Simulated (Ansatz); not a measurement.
# ClFGeH2N: the cost of one run

All numbers are computed with Ansatz 0.2.0 through its Python package. Level of theory: r2SCAN0/def2-SVP.

## (1) The system

Bond lengths: N1–Ge2 1.814 Å, Ge2–F3 1.725 Å, Ge2–Cl4 2.133 Å, N1–H5 1.026 Å, N1–H6 1.042 Å. Angles: N1–Ge2–F3 108.0°, N1–Ge2–Cl4 110.3°, F3–Ge2–Cl4 107.4°, Ge2–N1–H5 110.7°, Ge2–N1–H6 111.5°, H5–N1–H6 106.3°.

The script holds or builds the structure itself.

## (2) Script

Input file scan_clfgeh2n.py:

```python
"""Potential curve of ClFGeH2N along one bond."""

import ansatz as az
import matplotlib.pyplot as plt
import numpy as np

config = {
    "basis": "def2-SVP",
    "functional": "r2scan0",
}


def main() -> None:
    mol = (
        az.Crystal.molecule()
        .atom("N", (-0.4127, 0.9815, 0.0267))
        .atom("Ge", (-0.206, -0.7662, 0.4674))
        .atom("F", (1.4803, -1.0691, 0.6703))
        .atom("Cl", (-0.8937, -2.0151, -1.119))
        .atom("H", (-0.0253, 1.5876, 0.7584))
        .atom("H", (0.0995, 1.2174, -0.8499))
    )

    symbols = [site.symbol for site in mol.cartesian_sites]
    start = np.array([site.position_ang for site in mol.cartesian_sites])
    axis = (start[5] - start[0]) / np.linalg.norm(start[5] - start[0])
    moving = [5]
    lengths, energies = [0.917, 0.959, 1.001, 1.042, 1.084, 1.126, 1.167, 1.23], []
    for length in lengths:
        xyz = start.copy()
        xyz[moving] += (length - np.linalg.norm(start[5] - start[0])) * axis
        point = az.Crystal.molecule()
        for symbol, place in zip(symbols, xyz):
            point = point.atom(symbol, place.tolist())
        base = point.calculation()
        base = base.basis(gaussian=config["basis"])
        base = base.functional(config["functional"])
        base = base.spin("collinear", total=1)
        rep = base.run(threads=1).report
        energies.append(rep["free_energy_ev"])
        print(f"r = {length:6.3f} A  E = {energies[-1]:.5f} eV  <S^2> = {abs(rep['mean_field']['state']['spin_squared']):.3f}")

    # quartic fit about the minimum
    fit = np.polynomial.Polynomial.fit(lengths, np.array(energies) - min(energies), 4).convert()
    roots = [r.real for r in fit.deriv().roots() if abs(r.imag) < 1e-9 and fit.deriv(2)(r.real) > 0]
    r_e = min(roots, key=lambda r: abs(r - lengths[int(np.argmin(energies))]))
    print(f"minimum of the fit at {r_e:.4f} A, force constant {fit.deriv(2)(r_e):.2f} eV/A^2")
    plt.figure(figsize=(4.5, 3))
    plt.plot(lengths, np.array(energies) - min(energies), "o-")
    plt.xlabel("bond length (A)")
    plt.ylabel("E - E(min) (eV)")
    plt.tight_layout()
    plt.savefig("scan.png", dpi=100)


if __name__ == "__main__":
    main()
```

## (3) The calls as engine input

The engine receives this input (first run):

```yaml
crystal:
  periodic: [false, false, false]
  atoms:
    - { symbol: "N", position_ang: [-0.4127, 0.9815, 0.0267] }
    - { symbol: Ge, position_ang: [-0.206, -0.7662, 0.4674] }
    - { symbol: F, position_ang: [1.4803, -1.0691, 0.6703] }
    - { symbol: Cl, position_ang: [-0.8937, -2.0151, -1.119] }
    - { symbol: H, position_ang: [-0.0253, 1.5876, 0.7584] }
    - { symbol: H, position_ang: [0.03791847395338708, 1.1890378719359704, -0.7445068611236608] }
basis:
  gaussian:
    orbitals: def2-SVP
hamiltonian:
  xc: r2scan0
magnetization:
  spin_polarized: true
  initial_magnetization: 1.0
```

## (4) Launch

On the command line:

```sh
$ python scan_clfgeh2n.py
```

What time and memory should one allow on 1 thread of Arm Neoverse V2, shared host?

About 77 s, with a peak of 0.4 GiB.
